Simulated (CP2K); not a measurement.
HPbNO4:

```
H Pb N O
1.0
     3.85778    0.00000    0.00000
    -0.04303    5.53506    0.00000
    -0.41973   -1.73538    5.78618
H Pb N O
1 1 1 4
Direct
  0.10913 0.65718 0.54463
  0.61029 0.52127 0.15100
  0.91580 0.96263 0.95867
  0.01384 0.13639 0.88084
  0.72398 0.01057 0.12858
  0.00389 0.73732 0.87043
  0.11927 0.59324 0.37651
```

The cell was built by a generator and needn't be a form met in nature.

Base run:

| Property | Result |
| --- | --- |
| Program | CP2K 2026.2 |
| Functional | SCAN |
| Potentials or basis | POTENTIAL_UZH H GTH-PBE-q1, Pb GTH-PBE-q4, N GTH-PBE-q5, O GTH-PBE-q6; TZVP-MOLOPT-PBE-GTH basis |
| Density cutoff | 13606 eV |
| k mesh | 7 × 5 × 5 |
| Occupations | fermi-dirac, width 0.05 eV |
| Spin | no spin polarisation |

Its results: band gap on the k mesh 3.41 eV, indirect (least direct gap 3.48 eV); pressure -0.1 GPa.

Task: After a change of settings the same cell gave: band gap on the k mesh 3.02 eV, indirect (least direct gap 3.10 eV); pressure -0.6 GPa. Which change was it?
A. functional from SCAN to LDA
B. functional from SCAN to vdW-DF-cx
C. functional from SCAN to RPBE
D. functional from SCAN to PBEsol

Result: A.

SCAN gives the wider gap, since meta-GGAs in the generalised Kohn-Sham scheme recover part of the derivative discontinuity.

Caveats: the potentials were made for another functional, which shifts forces and pressure; spin-orbit coupling is left out, which as a rule narrows the gap of such compounds by several tenths of an eV; the basis of atomic orbitals isn't converged, which shifts pressures, moduli and gaps.

Runs at the PBE level aren't shown here.
